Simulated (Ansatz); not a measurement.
# FGeH7Si: the cost of one run

All numbers below are computed with Ansatz 0.2.0 (RKS PBE-D4/def2-SVP).

## Step 1: Starting point

Bond lengths: Ge1–Si2 2.700 Å, Ge1–H3 1.499 Å, Ge1–H4 1.499 Å, Ge1–H5 1.569 Å, Ge1–H6 1.801 Å, Ge1–F7 2.115 Å, Si2–H8 1.460 Å, Si2–H9 1.467 Å, Si2–H10 1.469 Å. Angles (14 of 21 angles, heavy atoms first): Si2–Ge1–F7 78.3°, Ge1–Si2–H8 97.4°, Ge1–Si2–H9 115.2°, Ge1–Si2–H10 119.2°, Si2–Ge1–H3 120.5°, Si2–Ge1–H4 118.4°, Si2–Ge1–H5 92.6°, Si2–Ge1–H6 43.8°, H3–Ge1–F7 81.8°, H4–Ge1–F7 82.1°, H5–Ge1–F7 170.9°, H6–Ge1–F7 34.6°, H8–Si2–H9 107.8°, H8–Si2–H10 107.4°.

Coordinates:

```xyz
10

Ge   -0.6668    1.0768   -0.0746
Si    0.5627   -1.3159   -0.3101
H     0.0962    2.3489   -0.2879
H    -1.7793    1.2121    0.9205
H    -1.4305    0.8987   -1.4332
H     0.5176    0.1219    0.8901
F     0.5068    1.0246    1.6838
H     0.0756   -1.6460   -1.6464
H     0.0875   -2.3551    0.6106
H     2.0301   -1.3660   -0.3527
```

## Step 2: A restrained relaxation towards end A

Springs on the bonds that form and break draw the guess towards this end; the thresholds are loose.

Input file input.yaml:

```yaml
crystal:
  periodic: [false, false, false]
  atoms:
    - { symbol: Ge, position_ang: [-0.6668, 1.0768, -0.0746] }
    - { symbol: Si, position_ang: [0.5627, -1.3159, -0.3101] }
    - { symbol: H, position_ang: [0.0962, 2.3489, -0.2879] }
    - { symbol: H, position_ang: [-1.7793, 1.2121, 0.9205] }
    - { symbol: H, position_ang: [-1.4305, 0.8987, -1.4332] }
    - { symbol: H, position_ang: [0.5176, 0.1219, 0.8901] }
    - { symbol: F, position_ang: [0.5068, 1.0246, 1.6838] }
    - { symbol: H, position_ang: [0.0756, -1.646, -1.6464] }
    - { symbol: H, position_ang: [0.0875, -2.3551, 0.6106] }
    - { symbol: H, position_ang: [2.0301, -1.366, -0.3527] }
basis:
  gaussian: { orbitals: def2-SVP }
hamiltonian:
  xc: pbe
  dispersion: d4
relax:
  f_tol: 0.15
  max_steps: 25
  restrain:
    - { distance: [0, 6], at: 3.07, k: 30.0 }
    - { distance: [5, 1], at: 2.72, k: 30.0 }
    - { distance: [0, 1], at: 2.31, k: 30.0 }
    - { distance: [5, 6], at: 0.88, k: 30.0 }
output:
  orbitals: {}
```

Run with:

```sh
$ ansatz run input.yaml --threads 2 --pin off --max-ram 3072MiB --backend cpu --events-out ev --progress --plain --runs-dir out
```

**Question.** How long does this run take on 2 threads of Arm Neoverse V1, shared host, and how much memory does it need?

About 30 s, with a peak of 0.14 GiB.
